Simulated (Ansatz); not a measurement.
# BClFH₂NSi: small, medium and large basis sets

An exercise on one series of results from a longer session: the logs are not shown, and one member is left open.

Program: Ansatz 0.2.0, Gaussian basis. Level of theory: one geometry, several basis sets. These are calculated values, not measurements.

Levels to be run: PBE0-D4/def2-SVP; ωB97M-V/def2-SVP; PBE0-D4/def2-QZVPP; ωB97M-V/def2-QZVPP; the functionals' def2-TZVPP values are taken from earlier runs.

## Structure used throughout

All runs share one geometry, relaxed beforehand with PBE0-D4 in a triple-zeta def2 set.

SMILES `F[Si]1(Cl)BN1`, 7 atoms, charge 0, spin multiplicity 1.

Atoms are counted from 1 here; the program's logs count them from 0.

Bond lengths: F1–Si2 1.589 Å, Si2–Cl3 2.036 Å, Si2–B4 1.896 Å, Si2–N5 1.717 Å, B4–N5 1.402 Å, B4–H6 1.186 Å, N5–H7 1.011 Å. Angles: F1–Si2–Cl3 104.6°, F1–Si2–B4 126.6°, F1–Si2–N5 115.8°, Cl3–Si2–B4 128.7°, Cl3–Si2–N5 116.7°, B4–Si2–N5 45.3°, Si2–B4–N5 60.6°, Si2–B4–H6 164.3°, N5–B4–H6 135.1°, Si2–N5–B4 74.1°, Si2–N5–H7 151.5°, B4–N5–H7 134.4°.

The first run:

Input file in.yaml:

```yaml
crystal:
  periodic: [false, false, false]
  atoms:
    - {symbol: F, position_ang: [-0.412180, -2.179215, -0.210289]}
    - {symbol: Si, position_ang: [-0.003563, -0.782514, 0.427993]}
    - {symbol: Cl, position_ang: [1.448763, -1.240337, 1.779594]}
    - {symbol: B, position_ang: [-0.771259, 0.907315, 0.039565]}
    - {symbol: N, position_ang: [0.347456, 0.475499, -0.686775]}
    - {symbol: H, position_ang: [-1.454867, 1.876781, 0.033087]}
    - {symbol: H, position_ang: [0.906851, 0.874372, -1.428874]}
basis:
  gaussian: {orbitals: def2-SVP}
hamiltonian: {xc: pbe0, dispersion: d4}
output: {orbitals: {seedname: orbitals}}
```

Steps of the session up to this table: PBE0-D4 in def2-SVP; ωB97M-V in def2-SVP; PBE0-D4 in def2-QZVPP; ωB97M-V in def2-QZVPP.

One of the session's tables, all rows but one given; the rest of the session is left out.

It belongs to the step «Functionals by basis». 

```
functional       basis  HOMO (eV)
   PBE0-D4    def2-SVP      -7.57
   PBE0-D4  def2-TZVPP      -7.63
   PBE0-D4  def2-QZVPP      -7.65
   ωB97M-V    def2-SVP      -9.63
   ωB97M-V  def2-TZVPP          ?
   ωB97M-V  def2-QZVPP      -9.76
```

Estimate the missing values for ωB97M-V, def2-TZVPP.

**Answer.** HOMO (eV): -9.73. In the column «HOMO (eV)» it lies between ωB97M-V, def2-QZVPP (-9.76) and ωB97M-V, def2-SVP (-9.63).
